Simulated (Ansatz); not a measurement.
## Be4InCu, space group F-43m: a conversion between chain and input file, step by step

With Ansatz's Python interface.

Input file `be4incu.extxyz`:
```text
6
Lattice="0.0 3.19204 3.19204 3.19204 0.0 3.19204 3.19204 3.19204 0.0" Properties=species:S:1:pos:R:3 pbc="T T T"
Be    2.40233779    2.40233779    2.40233779
Be    2.40233779    3.98174217    3.98174217
Be    3.98174217    3.98174217    2.40233779
Be    3.98174217    2.40233779    3.98174217
In    0.00000000    0.00000000    0.00000000
Cu    4.78806000    4.78806000    4.78806000
```

Notebook, run cell by cell (the value of a cell's last expression is shown):

**Cell 1**
```python
from pathlib import Path

import ansatz
```

**Cell 2**
```python
xtal = ansatz.Crystal.from_extxyz("be4incu.extxyz")
```

**Cell 3**
```python
base = (
    xtal.calculation()
    .kpoints(6, center="gamma")
    .occupations("gaussian", width=0.05)
    .relax(force_tolerance=0.005)
)
Path("written.yaml").write_text(base.to_yaml())
back = ansatz.Calculation.from_yaml("written.yaml")
print(back.to_python())
print("same input:", back.to_yaml() == base.to_yaml())
```
Output:
```text
(
    az.Lattice.of(((0.0, 3.19204, 3.19204), (3.19204, 0.0, 3.19204), (3.19204, 3.19204, 0.0)))
    .atom("Be", (0.3763013292439944, 0.3763013292439944, 0.3763013292439944))
    .atom("Be", (0.8710959997368454, 0.3763013292439944, 0.3763013292439944))
    .atom("Be", (0.3763013292439944, 0.3763013292439944, 0.8710959997368454))
    .atom("Be", (0.3763013292439944, 0.8710959997368454, 0.3763013292439944))
    .atom("In", (0.0, 0.0, 0.0))
    .atom("Cu", (0.75, 0.75, 0.75))
    .calculation()
    .kpoints(6, 6, 6, shift=(0.0, 0.0, 0.0))
    .occupations(method="gaussian", width=0.05)
    .relax(force_tolerance=0.005)
)

same input: True
```

File `written.yaml` afterwards:
```yaml
crystal:
  lattice:
    - [0.0, 3.19204, 3.19204]
    - [3.19204, 0.0, 3.19204]
    - [3.19204, 3.19204, 0.0]
  atoms:
    - { symbol: Be, position: [0.3763013292439944, 0.3763013292439944, 0.3763013292439944] }
    - { symbol: Be, position: [0.8710959997368454, 0.3763013292439944, 0.3763013292439944] }
    - { symbol: Be, position: [0.3763013292439944, 0.3763013292439944, 0.8710959997368454] }
    - { symbol: Be, position: [0.3763013292439944, 0.8710959997368454, 0.3763013292439944] }
    - { symbol: In, position: [0.0, 0.0, 0.0] }
    - { symbol: Cu, position: [0.75, 0.75, 0.75] }
kpoints:
  mp_grid:
    grid: [6, 6, 6]
    shift: [0.0, 0.0, 0.0]
scf:
  occupations:
    method: gaussian
    width: 0.05
relax:
  f_tol: 0.005
```

The input is only written out: it wasn't run, and its settings aren't tested. The structure comes from a database and needn't be a stable phase.
